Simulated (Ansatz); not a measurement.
I need an active-space calculation of ClCu. Use Ansatz's Python interface. Use: SC-NEVPT2, def2-SVP basis, multiplicity 1.

Input file `clcu.xyz`:
```text
2

Cu    0.00000    0.00000    0.00000
Cl    0.00000    0.00000    2.10500
```

`run_cas.py`:
```python
import ansatz

SETTINGS = {
    "basis": "def2-SVP",
}

system = ansatz.Crystal.molecule_from_extxyz("clcu.xyz")

base = system.calculation()
base = base.basis(gaussian=SETTINGS["basis"])
base = base.correlation(active_electrons=6, active_orbitals=6)
for method in ["sc_nevpt2"]:
    r = (base if method is None else base.correlation(method)).run(threads=1).report
    space = r["configurations"]
    state = space["states"][0]
    print(method or "casscf", f"total {r['free_energy_ev'] / 27.211386246:.6f} Ha, active-space state {state['energy']['hartree']:.6f} Ha, mean field {r['reference_energy_ev'] / 27.211386246:.6f} Ha")
    print("  determinants", state["n_determinants"], " natural occupations", [round(n, 3) for n in space["natural_occupations"]])
print("effectively unpaired electrons, sum of min(n, 2 - n):", round(sum(min(n, 2 - n) for n in space["natural_occupations"]), 3))
```

Running `python run_cas.py` prints:
```text
RunWarning: the results are in doubt because another end's mean lies 0.693 eV lower, and its corrected mean 0.703 eV higher
sc_nevpt2 total -2098.598866 Ha, active-space state -2098.145829 Ha, mean field -2098.101649 Ha
  determinants 112  natural occupations [1.99, 1.99, 1.98, 0.016, 0.012, 0.012]
effectively unpaired electrons, sum of min(n, 2 - n): 0.08
```
(Warnings from the package without file and line.)

Total energies depend on the basis set; only differences at equal settings carry meaning. The geometry is a force-field or estimated start, not a minimum of this method, and the basis set is short of its limit. The active space starts as a window about the frontier orbitals and is then optimised, not chosen by chemistry. The spin state was assumed, and another may lie lower. A lower CASSCF solution was found and passed over, so the printed active-space state isn't the lowest. It ran for 4.5 s on 1 thread of AMD EPYC 9R45 (Zen 5) (shared host), peak memory 0.18 GiB.

(Lines on the test bed's own set-up are left out of the output.)
